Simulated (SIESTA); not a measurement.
Tl in SIESTA: convergence with vacuum

The system is Tl, a slab with vacuum.

```
Tl
1.0
     3.56210    0.00000    0.00000
    -1.78105    3.08487    0.00000
     0.00000    0.00000   14.24040
Tl
4
Direct
  0.66667 0.33333 0.21067
  0.33333 0.66667 0.40578
  0.66667 0.33333 0.59422
  0.33333 0.66667 0.78933
```

The slab is cut from a database's or a generator's crystal, which needn't be the stable form of the element.

* Program: SIESTA 5.4.2
* Task: single point
* Functional: vdW-DF-cx
* Potentials or basis: PseudoDojo 0.4 standard (PBE files)
* Basis: DZP (energy shift 0.003 Ry; two zetas on semicore shells)
* Grid cutoff: 500 Ry
* Energy shift: 0.003 Ry
* k mesh: 7 × 7 × 1
* Occupations: fermi-dirac, width 0.05 eV
* Spin: no spin polarisation

These are the settings of the first run; the series varies vacuum, with any setting tied to it.

Hardware: 1 thread of Arm Neoverse V2, on a shared host.

```csv
vacuum,"energy less the tightest run, at zero smearing (meV/atom)",largest force (eV/Å),SCF cycles,CPU time (s),peak memory (GiB)
6,-35.72,0.141,11,140,0.68
8,-5.76,0.216,11,160,0.74
10,-0.77,0.240,11,150,0.72
12,-0.22,0.242,11,170,0.77
15,-0.03,0.242,11,160,0.78
20,0.00,0.242,11,170,0.83
```

Against the tightest run, the energy stays within 1 meV/atom from 10 on; the largest force stays within 0.005 eV/Å from 10 on. The tightest run that finished is the yardstick and may itself not be fully converged.

Caveat, for the tightest run too: the potentials were made for another functional, which shifts forces and pressure. The run has no spin-orbit coupling, so splittings on Tl are missing.
